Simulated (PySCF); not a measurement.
# C3H5NOSi: the cost of one run

Programs: PySCF 2.14.0, with density-fitted response routines of our own. Each step states its level of theory. These are calculated values for one molecule in the gas phase, unless marked as measured. Atoms are numbered from 0 throughout.

**1. Starting geometry**

11 atoms, charge 0, multiplicity 1; geometry from: GFN2-xTB. The atoms were then displaced at random by about 0.01 Å, so the start is not that level's minimum.

Bonds of the start (Å): C0–C1 1.35, C1–O2 1.36, O2–Si3 1.57, Si3–C4 1.88, C4–N5 1.15, C0–H6 1.06, C0–H7 1.09, C1–H8 1.08, Si3–H9 1.48, Si3–H10 1.46.

**2. Relaxing the molecule at PBE0-D3(BJ)/def2-SVP**

Job settings and geometry (Å):

```
{"job": {"xc": "PBE0", "basis": "def2-SVP", "d3": "d3bj", "grid": 1, "shake": 0.01, "kind": "geom"}, "charge": 0, "multiplicity": 1}
C      2.347300    -0.285250     0.369230
C      1.136730     0.120990    -0.074520
O     -0.026300    -0.381520     0.421970
Si    -1.504490    -0.509320    -0.076220
C     -2.171130     1.121700    -0.740090
N     -2.542800     2.137490    -1.139610
H      2.431380    -1.010520     1.131430
H      3.242550     0.173790    -0.037170
H      1.020330     0.883750    -0.823750
H     -2.218650    -0.834740     1.180490
H     -1.676780    -1.442190    -1.187500
```

On the command line:

```console
OMP_NUM_THREADS=1 python probes_run.py task.json out
```

This one command runs all jobs of the session in turn.

Q: Estimate the wall time and peak memory of this first job on 1 thread of Arm Neoverse V2, shared host.

About 29 s, with a peak of 0.46 GiB.
